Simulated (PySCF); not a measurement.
# MoS4: the cost of one run

Programs: PySCF 2.14.0, with routines of our own; each step states its level. All values are computed. Atoms count from 0.

## Step 1: The system as given

5 atoms, charge -2, multiplicity 1; geometry from: GFN2-xTB.

## Step 2: Optimising the geometry at PBE0-D3(BJ)/def2-SVP

Job settings and geometry (Å):

```
{"job": {"xc": "PBE0", "basis": "def2-SVP", "d3": "d3bj", "grid": 1, "maxiter": 30, "shake": 0.01, "kind": "geom"}, "charge": -2, "multiplicity": 1}
S      0.039110    -1.360660    -1.756020
Mo    -0.003700    -0.003790    -0.005480
S     -0.129420    -1.212070     1.830050
S      1.881470     1.211560     0.016970
S     -1.753880     1.330980    -0.123420
```

Run with:

```bash
$ OMP_NUM_THREADS=1 python heavy_run.py task.json out
```

The driver reads the jobs from task.json and runs them one after another.

**Question.** How long does this first job take on 1 thread of Arm Neoverse V1, shared host, and how much memory does it need?

About 34 s, with a peak of 0.43 GiB.
